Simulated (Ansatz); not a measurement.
# C2H10BNSi: the cost of one run

All numbers below are computed with Ansatz 0.2.0 (RKS B3LYP-D4/def2-SVP).

1 further run of the same task is left out (it didn't finish).

**1. The structure to begin with**

Bond lengths: C1–C2 1.468 Å, C2–B3 1.575 Å, B3–N4 1.605 Å, N4–Si5 1.794 Å, C1–H6 1.123 Å, C1–H7 1.095 Å, C1–H8 1.175 Å, C2–H9 1.082 Å, C2–H10 1.108 Å, B3–H11 1.213 Å, N4–H12 1.024 Å, Si5–H13 1.462 Å, Si5–H14 1.506 Å, Si5–H15 1.465 Å. Angles (14 of 24 angles, heavy atoms first): C1–C2–B3 110.1°, C2–B3–N4 122.5°, B3–N4–Si5 103.6°, C1–C2–H9 110.9°, C1–C2–H10 108.3°, B3–C2–H9 108.3°, B3–C2–H10 108.2°, C2–C1–H6 112.2°, C2–C1–H7 113.8°, C2–C1–H8 109.0°, C2–B3–H11 120.3°, N4–B3–H11 117.1°, B3–N4–H12 105.2°, Si5–N4–H12 105.1°.

Coordinates:

```xyz
15

C    -1.7017   -1.0664   -0.5181
C    -0.2724   -1.3155   -0.7402
B     0.5781   -0.6457    0.4034
N     1.7328    0.4283    0.1029
Si    1.1011    1.9423    0.8292
H    -2.3386   -1.4800   -1.3448
H    -2.0692   -1.4333    0.4458
H    -1.8993    0.0911   -0.5585
H     0.0479   -0.9032   -1.6878
H    -0.0995   -2.4089   -0.7042
H     0.4293   -0.9887    1.5577
H     1.6992    0.5833   -0.9089
H     2.0102    3.0455    0.5206
H     0.9811    1.8037    2.3240
H    -0.2209    2.2967    0.3081
```

**2. End point A**

Input file input.yaml:

```yaml
crystal:
  periodic: [false, false, false]
  atoms:
    - { symbol: C, position_ang: [-1.7017, -1.0664, -0.5181] }
    - { symbol: C, position_ang: [-0.2724, -1.3155, -0.7402] }
    - { symbol: B, position_ang: [0.5781, -0.6457, 0.4034] }
    - { symbol: "N", position_ang: [1.7328, 0.4283, 0.1029] }
    - { symbol: Si, position_ang: [1.1011, 1.9423, 0.8292] }
    - { symbol: H, position_ang: [-2.3386, -1.48, -1.3448] }
    - { symbol: H, position_ang: [-2.0692, -1.4333, 0.4458] }
    - { symbol: H, position_ang: [-1.8993, 0.0911, -0.5585] }
    - { symbol: H, position_ang: [0.0479, -0.9032, -1.6878] }
    - { symbol: H, position_ang: [-0.0995, -2.4089, -0.7042] }
    - { symbol: H, position_ang: [0.4293, -0.9887, 1.5577] }
    - { symbol: H, position_ang: [1.6992, 0.5833, -0.9089] }
    - { symbol: H, position_ang: [2.0102, 3.0455, 0.5206] }
    - { symbol: H, position_ang: [0.9811, 1.8037, 2.324] }
    - { symbol: H, position_ang: [-0.2209, 2.2967, 0.3081] }
basis:
  gaussian: { orbitals: def2-SVP }
hamiltonian:
  xc: b3lyp
  dispersion: d4
relax:
  f_tol: 0.015
  max_steps: 40
```

The run is started by

```
> ansatz run input.yaml --threads 2 --pin off --max-ram 3072MiB --backend cpu --events-out ev --progress --plain --runs-dir out
```

Q: Estimate wall time and peak memory on 2 threads of Intel Xeon 6975P-C (Granite Rapids), shared host.

About 53 s, with a peak of 0.3 GiB.
